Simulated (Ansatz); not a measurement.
Born–Oppenheimer molecular dynamics of a periodic cell of 16 atoms, Li (start crystal Li, start structure bcc, volume 1.15 times the crystal's). It goes on from the last frame of an earlier run, with new velocities.

Computed with Ansatz 0.2.0, DFT PBEsol, scalar-relativistic, plane waves, PAW. Settings: cutoff 420 eV, k mesh 2x2x2, fermi-dirac smearing 0.16 eV, no spin polarisation.

* ensemble: NVT, Langevin thermostat
* time step: 1 fs
* steps asked: 189
* set temperature: 1440 K
* friction: 0.02 /fs
* temperature schedule: 142 steps to 300 K, then 47 steps to 300 K
* seed: 607741

First frame:

```xyz
16
Lattice="7.3129 0.0000 0.0000 0.0000 7.3129 0.0000 0.0000 0.0000 7.3129" Properties=species:S:1:pos:R:3
Li 0.045 0.217 -0.066
Li 3.980 0.089 -0.635
Li -0.818 4.621 0.455
Li 0.953 -0.278 3.151
Li 2.850 1.490 0.929
Li 3.594 3.043 -0.319
Li 2.858 0.837 3.804
Li 6.481 2.296 1.653
Li -0.732 4.354 3.629
Li 2.403 5.457 1.610
Li 0.966 1.985 5.889
Li 3.904 3.617 2.420
Li 4.699 6.752 1.848
Li 6.089 1.532 4.973
Li 0.885 5.119 5.431
Li 3.629 4.729 5.167
```

Task: What does the run give?

Result: The run went to its last step.

```
steps done                                               : 189
time covered                                             : 189 fs
mean temperature over the second half                    : 852 K
spread of the potential energy over the second half      : 36.7 meV per atom
mean potential energy of the second half above the start : -77.6 meV per atom
```

The schedule's set-point averaged 395 K over the second half and the system 852 K, so it lags behind the ramp. A run of 0.19 ps of so small a system gives no equilibrium averages. Limits of this set-up: coarse k mesh.

Task: What happens to the structure?

Result: Mean squared displacements from the first frame to the last, about the centre of mass: Li 1.35 Å². This is one draw of velocities; another would differ in detail.

Task: How do temperature and energy run in time?

Result: 
| time (fs) | T (K) | potential energy less start (eV) |
| --- | --- | --- |
| 0.0 | 1350 | 0.000 |
| 9.0 | 1710 | -0.537 |
| 18.0 | 1572 | -0.201 |
| 27.0 | 1484 | 0.409 |
| 36.0 | 1494 | 0.337 |
| 45.0 | 1678 | 0.196 |
| 54.0 | 1762 | 0.524 |
| 63.0 | 1744 | 0.209 |
| 72.0 | 1763 | -0.169 |
| 81.0 | 1339 | 0.217 |
| 90.0 | 1167 | 0.470 |
| 99.0 | 1278 | -0.080 |
| 108.0 | 1316 | -0.744 |
| 117.0 | 1272 | -1.085 |
| 126.0 | 938 | -1.044 |
| 135.0 | 783 | -0.962 |
| 144.0 | 658 | -1.063 |
| 153.0 | 546 | -1.341 |
| 162.0 | 675 | -1.649 |
| 171.0 | 704 | -1.915 |
| 180.0 | 682 | -2.052 |
| 189.0 | 757 | -2.206 |

The run took 11 min on 1 CPU thread of a shared host.
